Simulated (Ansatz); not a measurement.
# YMn2: the cost of one run

Computed with Ansatz 0.2.0 (DFT r2SCAN, scalar-relativistic, plane waves, PAW, unless a step's input says otherwise).

1 further run of the same task is left out (set aside as unsound or not needed).

## (1) The structure to begin with

The structure is cubic, space group Fd-3m (No. 227). Conventional cell: a = 7.844 Å, b = 7.844 Å, c = 7.844 Å, α = 90.00°, β = 90.00°, γ = 90.00°. Around Y (site symmetry -43m) lie 12 Mn at 3.25 Å and 4 Y at 3.40 Å. Mn (site symmetry -3m) is surrounded by 6 Mn at 2.77 Å.

Structure file:

```
Y Mn
1.0
     0.00000    3.92217    3.92217
     3.92217    0.00000    3.92217
     3.92217    3.92217    0.00000
Y Mn
2 4
Direct
  0.00000 0.00000 0.00000
  0.25000 0.25000 0.25000
  0.62500 0.62500 0.62500
  0.12500 0.62500 0.62500
  0.62500 0.62500 0.12500
  0.62500 0.12500 0.62500
```

## (2) Volume x 0.97

Contents of input.yaml:

```yaml
crystal:
  lattice:
    - [0.0, 3.9221663041, 3.9221663041]
    - [3.9221663041, 0.0, 3.9221663041]
    - [3.9221663041, 3.9221663041, 0.0]
  atoms:
    - { symbol: "Y", position: [0.0, 0.0, 0.0], spin: -0.74 }
    - { symbol: "Y", position: [0.25, 0.25, 0.25], spin: -0.74 }
    - { symbol: Mn, position: [0.625, 0.625, 0.625], spin: 4.12 }
    - { symbol: Mn, position: [0.125, 0.625, 0.625], spin: 4.12 }
    - { symbol: Mn, position: [0.625, 0.625, 0.125], spin: 4.12 }
    - { symbol: Mn, position: [0.625, 0.125, 0.625], spin: 4.12 }
basis:
  ecutwfc: 500
kpoints:
  mp_grid: { grid: [8, 8, 8] }
hamiltonian:
  xc: r2scan
scf:
  occupations: { method: gaussian, width: 0.1 }
output:
  forces: true
  stress: true
  eigenvalues: true
  populations: true
magnetization:
  spin_polarized: true
```

Started as:

```console
ansatz run input.yaml --threads 1 --pin off --max-ram 2560MiB --backend cpu --events-out ev --progress --plain --runs-dir out
```

**Question.** How long does this run take on 1 thread of Arm Neoverse V2, shared host, and how much memory does it need?

About 1.7 min, with a peak of 1.1 GiB.
